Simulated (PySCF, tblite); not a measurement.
# 1-ethyl-4-fluorobenzene: a rotation path, then NMR shifts on frames

Aim: move 1-ethyl-4-fluorobenzene (`CCc1ccc(F)cc1`) away from its starting geometry and see how NMR shifts follow the geometry.

The runs use tblite 0.8.0 and PySCF 2.14.0, with density-fitted response routines of our own; the level of theory stands in each step. All values are computed, except where a source is named. Atoms are numbered from 0 throughout.

### 1 The starting structure

18 atoms, charge 0, multiplicity 1; geometry from: GFN2-xTB.

Bonds of the start (Å): C0–C1 1.53, C1–C2 1.50, C2–C3 1.39, C3–C4 1.38, C4–C5 1.38, C5–F6 1.35, C5–C7 1.38, C7–C8 1.38, C8–C2 1.39, C0–H9 1.09, C0–H10 1.09, C0–H11 1.09, C1–H12 1.09, C1–H13 1.09, C3–H14 1.08, C4–H15 1.08, C7–H16 1.08, C8–H17 1.08.

### 2 A band between two rotamers with GFN2-xTB

The job: settings as JSON, then the geometry in Å.

```
{"job": {"kind": "neb", "xc": "GFN2-xTB", "basis": "xTB", "atoms": [3, 2, 1, 0], "turn": 120}, "charge": 0, "multiplicity": 1}
C     -2.380899     0.427126    -0.706604
C     -1.669198    -0.573653     0.206222
C     -0.190462    -0.310481     0.220312
C      0.360546     0.576879     1.136886
C      1.714530     0.858906     1.131270
C      2.515882     0.240659     0.189881
F      3.841170     0.507414     0.177257
C      1.999733    -0.644615    -0.737719
C      0.643220    -0.913259    -0.713930
H     -3.451499     0.237175    -0.717106
H     -2.003319     0.346531    -1.723343
H     -2.211175     1.443610    -0.358941
H     -2.070364    -0.486289     1.217652
H     -1.861335    -1.586911    -0.151602
H     -0.277554     1.053633     1.866606
H      2.150525     1.543806     1.841487
H      2.654399    -1.109086    -1.458374
H      0.227040    -1.605128    -1.431611
```

With the program's defaults for keys left out, this is: GFN2-xTB climbing-image nudged elastic band, gas phase.

Run with:

```sh
> OMP_NUM_THREADS=1 python probes_run.py task.json out
```

One launch serves the whole session: the jobs run in the order shown.

The log of the run:

```text
image   E - E0 / eV
  0       0.0000
  1       0.0126
  2       0.0479
  3       0.0626
  4       0.0629
  5       0.0617
  6       0.0446
  7       0.0115
  8       0.0000
```

It took 10 s on 1 thread of Intel Xeon at 2.50GHz, shared host; peak memory 0.18 GiB.

The final band, with the dihedral C3–C2–C1–C0:

```
image  dihedral (°)  energy (eV)  energy (kcal/mol)
    0            89        0.000                0.0
    1           112        0.013                0.3
    2           135        0.048                1.1
    3           158        0.063                1.4
    4           181        0.063                1.5
    5           203        0.062                1.4
    6           226        0.045                1.0
    7           249        0.011                0.3
    8           271        0.000                0.0
```

### 3 NMR shieldings: image 0, PBE0/pcSseg-1

The job: settings as JSON, then the geometry in Å.

```
{"job": {"kind": "nmr", "xc": "PBE0", "basis": "pcSseg-1", "pop": false}, "charge": 0, "multiplicity": 1}
C     -2.380900     0.427100    -0.706600
C     -1.669200    -0.573700     0.206200
C     -0.190500    -0.310500     0.220300
C      0.360500     0.576900     1.136900
C      1.714500     0.858900     1.131300
C      2.515900     0.240700     0.189900
F      3.841200     0.507400     0.177300
C      1.999700    -0.644600    -0.737700
C      0.643200    -0.913300    -0.713900
H     -3.451500     0.237200    -0.717100
H     -2.003300     0.346500    -1.723300
H     -2.211200     1.443600    -0.358900
H     -2.070400    -0.486300     1.217700
H     -1.861300    -1.586900    -0.151600
H     -0.277600     1.053600     1.866600
H      2.150500     1.543800     1.841500
H      2.654400    -1.109100    -1.458400
H      0.227000    -1.605100    -1.431600
```

Level: GIAO PBE0/pcSseg-1 NMR shielding, non-relativistic, gas phase.

The log of the run:

```text
coarse grid: 15360 points
cycle   1  E = -409.4745887261  dE =  1.436e+00  |g| = 5.386e-01  |ddm| = 4.008e+00
cycle   2  E = -409.4467749920  dE =  2.781e-02  |g| = 6.750e-01  |ddm| = 1.054e+00
cycle   3  E = -409.5351539324  dE = -8.838e-02  |g| = 1.080e-01  |ddm| = 5.979e-01
cycle   4  E = -409.5378607210  dE = -2.707e-03  |g| = 4.037e-02  |ddm| = 1.378e-01
cycle   5  E = -409.5382610529  dE = -4.003e-04  |g| = 1.186e-02  |ddm| = 4.470e-02
cycle   6  E = -409.5382917278  dE = -3.067e-05  |g| = 3.043e-03  |ddm| = 1.529e-02
cycle   7  E = -409.5382937141  dE = -1.986e-06  |g| = 7.450e-04  |ddm| = 3.771e-03
final grid: 149616 points
cycle   8  E = -409.5986128344  dE = -4.221e-05  |g| = 9.082e-03  |ddm| = 4.625e-02
cycle   9  E = -409.5986035004  dE =  9.334e-06  |g| = 1.165e-02  |ddm| = 1.997e-02
cycle  10  E = -409.5986328421  dE = -2.934e-05  |g| = 1.544e-03  |ddm| = 1.159e-02
cycle  11  E = -409.5986332745  dE = -4.323e-07  |g| = 2.576e-04  |ddm| = 1.637e-03
cycle  12  E = -409.5986332853  dE = -1.079e-08  |g| = 1.523e-04  |ddm| = 3.642e-04
cycle  13  E = -409.5986332909  dE = -5.647e-09  |g| = 3.019e-05  |ddm| = 1.671e-04
cycle  14  E = -409.5986332911  dE = -2.154e-10  |g| = 8.680e-06  |ddm| = 3.574e-05
converged SCF energy = -409.5986332911

GIAO shielding tensors (ppm)
atom      isotropic    diamagn.    paramagn.     s11        s22        s33       span
  0 C      164.234     246.711     -82.476    153.072    153.609    186.021     32.949
  1 C      152.438     245.500     -93.062    137.734    147.133    172.447     34.714
  2 C       40.359     262.014    -221.655    -52.458     -3.163    176.699    229.157
  3 C       52.000     253.089    -201.089    -49.629     42.380    163.249    212.878
  4 C       65.458     256.555    -191.098    -20.720     49.580    167.513    188.232
  5 C       15.621     255.943    -240.322    -68.693     31.199     84.355    153.048
  6 F      291.740     477.736    -185.996    212.613    306.624    355.982    143.369
  7 C       65.433     256.556    -191.124    -20.766     49.590    167.474    188.240
  8 C       52.010     253.072    -201.062    -49.589     42.403    163.217    212.807
  9 H       30.341      27.930       2.411     26.405     26.522     38.097     11.692
 10 H       30.631      30.300       0.331     26.227     30.128     35.538      9.310
 11 H       30.629      30.299       0.330     26.224     30.129     35.535      9.311
 12 H       29.100      31.045      -1.945     24.963     28.232     34.107      9.144
 13 H       29.106      31.051      -1.945     24.966     28.239     34.112      9.145
 14 H       24.258      33.549      -9.291     20.586     23.463     28.725      8.140
 15 H       24.413      29.677      -5.264     20.863     25.081     27.294      6.430
 16 H       24.411      29.674      -5.263     20.863     25.077     27.292      6.429
 17 H       24.259      33.545      -9.286     20.585     23.470     28.722      8.136
```

It took 64 s on 1 thread of Intel Xeon at 2.50GHz, shared host; peak memory 0.87 GiB.

The references, computed at this level on geometries of the same kind, shield at (ppm): ¹H TMS 31.72, ¹³C TMS 186.9, ¹⁹F CFCl3 170.9. Their shielding less the atom's gives the shift. The references are single molecules in the gas phase, so shifts against H2O, NH3, PH3, H3PO4 or CFCl3 are not on the usual liquid scales and can be off by tens of ppm. Each atom is listed at this fixed geometry, with no averaging over motion; a spectrum would average atoms that exchange fast.

```
atoms                                 environment  σ (ppm)  δ (ppm)
   C5            aromatic carbon bearing fluorine     15.6    171.3
   C2                 substituted aromatic carbon     40.4    146.6
   C3                                 aromatic CH     52.0    134.9
   C8                                 aromatic CH     52.0    134.9
   C7                                 aromatic CH     65.4    121.5
   C4                                 aromatic CH     65.5    121.5
   C1                 sp3 CH2 on an aromatic ring    152.4     34.5
   C0                               methyl carbon    164.2     22.7
  H14                  hydrogen on an aromatic CH    24.26     7.46
  H17                  hydrogen on an aromatic CH    24.26     7.46
  H16                  hydrogen on an aromatic CH    24.41     7.31
  H15                  hydrogen on an aromatic CH    24.41     7.30
  H12  hydrogen on an sp3 CH2 on an aromatic ring    29.10     2.62
  H13  hydrogen on an sp3 CH2 on an aromatic ring    29.11     2.61
   H9                 hydrogen on a methyl carbon    30.34     1.38
  H11                 hydrogen on a methyl carbon    30.63     1.09
  H10                 hydrogen on a methyl carbon    30.63     1.09
   F6                               aryl fluorine    291.7   -120.8
```

Ring of atoms C2, C3, C4, C5, C7, C8: NICS(0) -10.3, NICS(1) -11.4, NICS(1)zz -27.6 ppm (means of both faces).

### 4 Shielding tensors: image 2, PBE0/pcSseg-1

The job: settings as JSON, then the geometry in Å.

```
{"job": {"kind": "nmr", "xc": "PBE0", "basis": "pcSseg-1", "pop": false}, "charge": 0, "multiplicity": 1}
C     -2.378800     0.096600    -0.965500
C     -1.699500    -0.315400     0.339100
C     -0.204000    -0.140700     0.300800
C      0.471100     0.439000     1.369700
C      1.842800     0.616800     1.339600
C      2.538600     0.216400     0.215000
F      3.875600     0.409200     0.161500
C      1.902700    -0.377000    -0.858900
C      0.534500    -0.558900    -0.801400
H     -3.458000    -0.003100    -0.877700
H     -2.051600    -0.528500    -1.791600
H     -2.142500     1.131200    -1.203400
H     -2.108200     0.278500     1.159100
H     -1.934200    -1.363600     0.548600
H     -0.081100     0.757900     2.242300
H      2.372400     1.066000     2.166100
H      2.473700    -0.684600    -1.721400
H      0.037700    -1.033600    -1.633500
```

Level: GIAO PBE0/pcSseg-1 NMR shielding, non-relativistic, gas phase.

The log of the run:

```text
coarse grid: 15360 points
cycle   1  E = -409.4737377505  dE =  1.438e+00  |g| = 5.377e-01  |ddm| = 4.025e+00
cycle   2  E = -409.4476770510  dE =  2.606e-02  |g| = 6.693e-01  |ddm| = 1.062e+00
cycle   3  E = -409.5340252032  dE = -8.635e-02  |g| = 1.066e-01  |ddm| = 6.023e-01
cycle   4  E = -409.5366307537  dE = -2.606e-03  |g| = 4.047e-02  |ddm| = 1.378e-01
cycle   5  E = -409.5370335264  dE = -4.028e-04  |g| = 1.190e-02  |ddm| = 4.476e-02
cycle   6  E = -409.5370645171  dE = -3.099e-05  |g| = 3.040e-03  |ddm| = 1.545e-02
cycle   7  E = -409.5370665078  dE = -1.991e-06  |g| = 7.344e-04  |ddm| = 3.972e-03
final grid: 149616 points
cycle   8  E = -409.5973511218  dE = -4.525e-05  |g| = 9.161e-03  |ddm| = 4.524e-02
cycle   9  E = -409.5973421259  dE =  8.996e-06  |g| = 1.165e-02  |ddm| = 2.024e-02
cycle  10  E = -409.5973713704  dE = -2.924e-05  |g| = 1.561e-03  |ddm| = 1.191e-02
cycle  11  E = -409.5973717998  dE = -4.294e-07  |g| = 2.578e-04  |ddm| = 1.666e-03
cycle  12  E = -409.5973718103  dE = -1.049e-08  |g| = 1.495e-04  |ddm| = 3.416e-04
cycle  13  E = -409.5973718158  dE = -5.505e-09  |g| = 3.220e-05  |ddm| = 1.738e-04
cycle  14  E = -409.5973718160  dE = -2.503e-10  |g| = 8.431e-06  |ddm| = 3.864e-05
converged SCF energy = -409.5973718160

GIAO shielding tensors (ppm)
atom      isotropic    diamagn.    paramagn.     s11        s22        s33       span
  0 C      170.133     247.658     -77.525    156.865    169.320    184.215     27.350
  1 C      155.184     244.594     -89.410    141.189    151.374    172.989     31.801
  2 C       42.546     262.251    -219.705    -51.759      3.830    175.568    227.327
  3 C       51.144     252.383    -201.239    -49.048     44.529    157.952    206.999
  4 C       66.092     256.614    -190.521    -19.615     50.932    166.960    186.575
  5 C       15.630     256.160    -240.530    -68.027     31.092     83.824    151.851
  6 F      291.178     477.912    -186.734    211.998    306.884    354.653    142.654
  7 C       65.658     256.076    -190.417    -21.758     50.854    167.879    189.638
  8 C       53.804     254.301    -200.497    -51.456     36.667    176.200    227.656
  9 H       30.350      27.761       2.589     25.480     27.739     37.832     12.353
 10 H       30.115      30.939      -0.825     24.895     29.762     35.688     10.793
 11 H       30.679      30.347       0.332     27.186     28.846     36.005      8.819
 12 H       29.251      31.451      -2.200     23.464     29.676     34.614     11.150
 13 H       28.736      29.793      -1.058     25.065     27.082     34.060      8.994
 14 H       24.279      33.116      -8.837     20.596     23.812     28.428      7.832
 15 H       24.461      29.345      -4.884     20.892     25.236     27.257      6.365
 16 H       24.370      29.949      -5.578     20.744     24.960     27.408      6.664
 17 H       24.090      34.132     -10.042     19.751     22.774     29.744      9.993
```

It took 71 s on 1 thread of Intel Xeon at 2.50GHz, shared host; peak memory 0.9 GiB.

Key values: δ C5 171.3, C2 144.4, C3 135.8, C8 133.1, H17 7.63, H14 7.44 ppm.

(Part 1 of 2 ends here.)
